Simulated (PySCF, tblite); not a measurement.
**C₄H₈BNSi: geometry, infrared bands and NMR shifts**

What infrared bands and NMR shifts should C₄H₈BNSi (`B[SiH2]n1cccc1`) show?

Computed with tblite 0.8.0 and PySCF 2.14.0, with density-fitted response routines of our own, on a single molecule in the gas phase. Atoms count from 0, in the outputs and in this text.

## 1. The starting structure

15 atoms, charge 0, multiplicity 1; geometry from: force field or distance geometry start.

Bonds of the start (Å): B0–Si1 1.92, Si1–N2 1.80, N2–C3 1.35, C3–C4 1.38, C4–C5 1.37, C5–C6 1.37, C6–N2 1.34, B0–H7 1.19, B0–H8 1.18, Si1–H9 1.46, Si1–H10 1.48, C3–H11 1.08, C4–H12 1.08, C5–H13 1.09, C6–H14 1.09.

## 2. Relaxing the molecule with GFN2-xTB

The job: settings as JSON, then the geometry in Å.

```
{"job": {"kind": "relax", "xc": "GFN2-xTB", "basis": "xTB"}, "charge": 0, "multiplicity": 1}
B     -2.603000     0.671400    -0.514600
Si    -1.511100    -0.866400    -0.135100
N      0.203600    -0.350300     0.080200
C      1.105400    -0.207800    -0.911500
C      2.282300     0.276800    -0.371000
C      2.060900     0.462100     0.971200
C      0.765400     0.077000     1.216100
H     -2.115400     1.751400    -0.576700
H     -3.767900     0.538700    -0.681400
H     -1.600500    -1.830800    -1.232100
H     -1.977400    -1.511300     1.111900
H      0.924700    -0.457800    -1.942000
H      3.189300     0.492400    -0.911600
H      2.777400     0.846900     1.693300
H      0.261800     0.115800     2.181600
```

On the command line:

```sh
OMP_NUM_THREADS=1 python probes_run.py task.json out
```

This one command runs all jobs of the session in turn.

**Question.** This job is followed by: GFN2-xTB harmonic vibrations, gas phase; GIAO PBE0/pcSseg-1 NMR shielding, non-relativistic, gas phase. What will the session give for the following? strongest single infrared mode (GFN2-xTB); zero-point energy (GFN2-xTB); 13C shifts against TMS (PBE0/pcSseg-1, means over atoms taken as alike); 1H shifts against TMS (PBE0/pcSseg-1, means over atoms taken as alike); 11B shifts against BF3·OEt2 (PBE0/pcSseg-1); 29Si shifts against TMS (PBE0/pcSseg-1); 15N shifts against NH3 (PBE0/pcSseg-1).

The runs gave:

| quantity | value |
| --- | --- |
| strongest single infrared mode (GFN2-xTB) | 2160 cm⁻¹, 391 km/mol |
| zero-point energy (GFN2-xTB) | 66.8 kcal/mol |
| 13C shifts against TMS (PBE0/pcSseg-1, means over atoms taken as alike) | 128.2, 118.3 ppm |
| 1H shifts against TMS (PBE0/pcSseg-1, means over atoms taken as alike) | 10.48, 6.72, 6.67, 5.58 ppm |
| 11B shifts against BF3·OEt2 (PBE0/pcSseg-1) | 118.2 ppm |
| 29Si shifts against TMS (PBE0/pcSseg-1) | -40.8 ppm |
| 15N shifts against NH3 (PBE0/pcSseg-1) | 170.9 ppm |

The optimisation took 22 steps and gained 0.215 eV; among the close pairs (by a distance rule), C4–C5 changed most, from 1.373 to 1.414 Å. The lowest mode is imaginary (23i cm⁻¹), so the xTB geometry is not a minimum. The strongest single mode, at 2160 cm⁻¹, moves mainly H10 and H9. GFN2-xTB is a fitted tight-binding method: band positions and strengths are rough. Its intensities can rank the bands wrongly. At PBE0/pcSseg-1: The largest span, 279 ppm, is at B0, where the paramagnetic term is -216 ppm. NICS(1)zz of -30 ppm above the planar ring from N2 marks a diatropic (aromatic) ring current.
